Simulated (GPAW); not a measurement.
Crystal: WS.

```xyz
2
Lattice="3.0079 0.0000 0.0000 0.0000 3.0079 0.0000 0.0000 0.0000 3.0079" Properties=species:S:1:pos:R:3 pbc="T T T"
W     1.5039    1.5039    1.5039
S     0.0000    0.0000    0.0000
```

The cell was built by a generator and needn't be a form met in nature.

```yaml
Program: GPAW 26.7.0
Task: relaxation of cell and atoms
Functional: PBEsol
Potentials_or_basis: PAW data sets generated in the run's folder for this functional
Cutoff: 600 eV
Basis: pw
k_mesh: 9 × 9 × 9
Occupations: fermi-dirac, width 0.05 eV
Spin: no spin polarisation
```

At the start: pressure -7.9 GPa; volume 13.61 Å³/atom.

Problem. How do energy, volume and symmetry change on relaxing?

Solution. Over 3 steps the energy falls by 10.3 meV/atom and the volume is 13.18 Å³/atom (-3.2 %); space group Pm-3m (No. 221, to 0.05 Å).

The path:
```tsv
step	energy change (eV)	largest force (eV/Å)	pressure (GPa)	volume (Å³)
1	0.0000	0.0000	-7.86	27.21
2	-0.0145	0.0000	-4.43	26.83
3	-0.0205	0.0000	0.20	26.35
```

Final structure:
```
W S
1.0
     2.97582    0.00000    0.00000
     0.00000    2.97582    0.00000
     0.00000    0.00000    2.97582
W S
1 1
Direct
  0.50000 0.50000 0.50000
  0.00000 0.00000 0.00000
```

Caveat: later steps reuse the first step's grids.
